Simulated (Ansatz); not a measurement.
# CH2AlFSi: the cost of one run

Computed with Ansatz 0.2.0, Gaussian basis. Level: single points in def2-TZVPP.

Correlated methods freeze the cores.

## 1. The system as given

SMILES `FC#[Si][AlH2]`, 6 atoms, charge 0, spin multiplicity 1.

Atoms are counted from 1 here; the program's logs count them from 0.

Bond lengths: F1–C2 1.269 Å, C2–Si3 1.645 Å, Si3–Al4 2.475 Å, Al4–H5 1.689 Å, Al4–H6 1.560 Å. Angles: F1–C2–Si3 145.0°, C2–Si3–Al4 150.8°, Si3–Al4–H5 113.1°, Si3–Al4–H6 127.5°, H5–Al4–H6 118.9°.

As a file:

```
F     2.1317   -2.5237    1.3569
C     1.2357   -1.8465    0.7665
Si    0.7116   -0.3296    0.4042
Al   -0.9801    1.2002   -0.5567
H    -0.4345    2.0124   -1.9337
H    -2.3598    1.5956    0.0548
```

## 2. PBE-D4/def2-TZVPP

Input file run/in.yaml:

```yaml
crystal:
  periodic: [false, false, false]
  atoms:
    - {symbol: F, position_ang: [2.131719, -2.523659, 1.356856]}
    - {symbol: C, position_ang: [1.235720, -1.846507, 0.766501]}
    - {symbol: Si, position_ang: [0.711584, -0.329590, 0.404228]}
    - {symbol: Al, position_ang: [-0.980061, 1.200161, -0.556680]}
    - {symbol: H, position_ang: [-0.434451, 2.012361, -1.933722]}
    - {symbol: H, position_ang: [-2.359784, 1.595576, 0.054818]}
basis:
  gaussian: {orbitals: def2-TZVPP}
hamiltonian: {xc: pbe, dispersion: d4}
output: {forces: true}
```

Run with:

```
> ansatz run in.yaml --threads 2 --pin off --events-out ev --progress --plain --max-ram 3481MiB
```

What time and memory should one allow on 2 threads of AMD EPYC 7B13, shared host?

About 1.7 s, with a peak of 0.19 GiB.
